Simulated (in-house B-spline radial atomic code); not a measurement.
**Gd⁴⁺: excited configurations**

Wanted: excitation energies of Gd⁴⁺ as differences of total energies (ΔSCF).

Method: non-relativistic Hartree-Fock, spin-polarised, average of configuration, point nucleus, basis-set limit. Code: in-house B-spline radial atomic code version 1.

## (1) The atom as given

| Item | Value |
| --- | --- |
| element | gadolinium (Z = 64) |
| charge | +4 |
| electrons | 60 |
| configuration | [Xe] 4f6 |
| Hamiltonian | non-relativistic |
| nucleus | point |

Outer shells as boxes (Hund's rule):

[Xe] 4f6
```
[Xe] core
4f [↑ ][↑ ][↑ ][↑ ][↑ ][↑ ][  ]
```

Where spins are not typed, each open shell is filled with up spins first.

Settings, as recorded:

```ini
Z = 64
electrons = 60.0
configuration = [Xe] 4f6
hamiltonian = nr
method = hf
spin_polarised = True
```

The reference is known from an earlier run: -10817.608693 hartree in all. Up to eight levels, counted from the top:

| orbital | occupation | energy (eV) | <r> (bohr) |
| --- | --- | --- | --- |
| 4p down | 3 | -339.38 | 0.5987 |
| 4d up | 5 | -227.24 | 0.6325 |
| 4d down | 5 | -211.12 | 0.6349 |
| 5s up | 1 | -96.946 | 1.375 |
| 5s down | 1 | -94.029 | 1.398 |
| 4f up | 6 | -74.601 | 0.7492 |
| 5p up | 3 | -73.627 | 1.501 |
| 5p down | 3 | -71.206 | 1.532 |

## (2) 1s2 2s2 2p6 3s2 3p6 3d10 4s2 4p6 4d10 4f6,0 5s2 5p2,3 5f0,1

In configurations, two counts after a shell (as in p1,2) give the electrons with spin up and with spin down.

Settings, as recorded:

```ini
Z = 64
electrons = 60.0
configuration = 1s2 2s2 2p6 3s2 3p6 3d10 4s2 4p6 4d10 4f6,0 5s2 5p2,3 5f0,1
hamiltonian = nr
method = hf
spin_polarised = True
```

## (3) Configuration 1s2 2s2 2p6 3s2 3p6 3d10 4s2 4p6 4d4,5 4f0,6 5s2 5p6 6s0,1

Settings, as recorded:

```ini
Z = 64
electrons = 60.0
configuration = 1s2 2s2 2p6 3s2 3p6 3d10 4s2 4p6 4d4,5 4f0,6 5s2 5p6 6s0,1
hamiltonian = nr
method = hf
spin_polarised = True
```

## (4) Configuration 1s2 2s2 2p6 3s2 3p6 3d10 4s2 4p6 4d10 4f1,5 5s2 5p3,2 6s0,1

Settings, as recorded:

```ini
Z = 64
electrons = 60.0
configuration = 1s2 2s2 2p6 3s2 3p6 3d10 4s2 4p6 4d10 4f1,5 5s2 5p3,2 6s0,1
hamiltonian = nr
method = hf
spin_polarised = True
```

## (5) Run with 1s2 2s2 2p6 3s2 3p6 3d10 4s2 4p6 4d5,4 4f4,2 5s2 5p6 5f1,0

Settings, as recorded:

```ini
Z = 64
electrons = 60.0
configuration = 1s2 2s2 2p6 3s2 3p6 3d10 4s2 4p6 4d5,4 4f4,2 5s2 5p6 5f1,0
hamiltonian = nr
method = hf
spin_polarised = True
```

## (6) Run with 1s2 2s2 2p6 3s2 3p6 3d10 4s2 4p6 4d10 4f4,2 5s2 5p6

Settings, as recorded:

```ini
Z = 64
electrons = 60.0
configuration = 1s2 2s2 2p6 3s2 3p6 3d10 4s2 4p6 4d10 4f4,2 5s2 5p6
hamiltonian = nr
method = hf
spin_polarised = True
```

Q: How far above the reference does each configuration lie (order and size, in eV)?

**Answer**, as computed:

| net move | configuration | 2|M_S|+1 | energy above the reference (eV) | largest <r> (bohr) |
| --- | --- | --- | --- | --- |
| same shells, spins typed | 1s2 2s2 2p6 3s2 3p6 3d10 4s2 4p6 4d10 4f4,2 5s2 5p6 | 3 | 10.626 | 1.52 |
| 5p → 6s, spins typed | 1s2 2s2 2p6 3s2 3p6 3d10 4s2 4p6 4d10 4f1,5 5s2 5p3,2 6s0,1 | 5 | 43.940 | 3.00 |
| 5p → 5f, spins typed | 1s2 2s2 2p6 3s2 3p6 3d10 4s2 4p6 4d10 4f6,0 5s2 5p2,3 5f0,1 | 5 | 51.827 | 3.61 |
| 4d → 6s, spins typed | 1s2 2s2 2p6 3s2 3p6 3d10 4s2 4p6 4d4,5 4f0,6 5s2 5p6 6s0,1 | 9 | 168.83 | 2.95 |
| 4d → 5f, spins typed | 1s2 2s2 2p6 3s2 3p6 3d10 4s2 4p6 4d5,4 4f4,2 5s2 5p6 5f1,0 | 5 | 199.78 | 3.45 |

The lowest of them is same shells, spins typed at 10.626 eV and the highest 4d → 5f, spins typed at 199.78 eV. 2 of them lie more than 2 % above the ionisation threshold that Koopmans' theorem gives (71.206 eV), where such states can decay by emitting an electron. Two partly filled shells share a symmetry and can mix in the average, which may lower the energy, for: 4d → 5f, spins typed. The reference has 2|M_S|+1 = 7; 5 of the configurations differ from it in spin. These are spherical averages at the typed spins, without correlation, not spectroscopic levels.
